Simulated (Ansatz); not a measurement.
# BrHNSi−: one structure at several levels

One table from this session's results is given with a row withheld; the runs are named, their logs left out.

Program: Ansatz 0.2.0, Gaussian basis. Level of theory: single points in def2-TZVPPD. These are calculated values, not measurements.

Cores are frozen in the correlated methods. Filled d shells of the heavier atoms are correlated.

**Starting geometry**

SMILES `[N-]=[SiH]Br`, 4 atoms, charge -1, spin multiplicity 1.

Atoms are counted from 1 here; the program's logs count them from 0.

Bond lengths: N1–Si2 1.514 Å.

As a file:

```
N     0.0512    1.3546   -1.3966
Si   -0.1911    0.5055   -0.1663
Br    1.2726   -1.7480    0.5629
H    -1.2442    0.1639    1.1577
```

Set-up of the first run:

run/in.yaml reads:

```yaml
crystal:
  periodic: [false, false, false]
  atoms:
    - {symbol: N, position_ang: [0.051200, 1.354600, -1.396600]}
    - {symbol: Si, position_ang: [-0.191100, 0.505500, -0.166300]}
    - {symbol: Br, position_ang: [1.272600, -1.748000, 0.562900]}
    - {symbol: H, position_ang: [-1.244200, 0.163900, 1.157700]}
basis:
  gaussian: {orbitals: "def2-TZVPPD.json"}
total_charge: -1
correlation: {method: ccsd_t}
output: {forces: true}
```

The basis file named in the input lies beside it (Basis Set Exchange, JSON).

No record of the launch command was kept for these runs.

Among the steps run: CCSD(T)/def2-TZVPPD; PBE0-D4/def2-TZVPPD; wB97M-V/def2-TZVPPD; r2SCAN-D4/def2-TZVPPD; PBE-D4/def2-TZVPPD; BLYP-D4/def2-TZVPPD; LC-wPBE/def2-TZVPPD.

One table of the session follows, with a row left open; its other results are not shown here.

| method | RMS force component (eV/Å) | angle to CCSD(T) forces (°) |
| --- | --- | --- |
| CCSD(T) | 2.466 | reference |
| PBE0-D4 | 2.059 | 5.0 |
| wB97M-V | 2.004 | 8.0 |
| r2SCAN-D4 | 2.151 | 2.2 |
| PBE-D4 | ? | ? |
| BLYP-D4 | 2.262 | 2.7 |
| LC-wPBE | 1.873 | 12.8 |

**Question.** Estimate the row for PBE-D4.

The run gave: RMS force component (eV/Å): 2.296; angle to CCSD(T) forces (°): 2.3. In the column «RMS force component (eV/Å)» it lies between BLYP-D4 (2.262) and CCSD(T) (2.466).
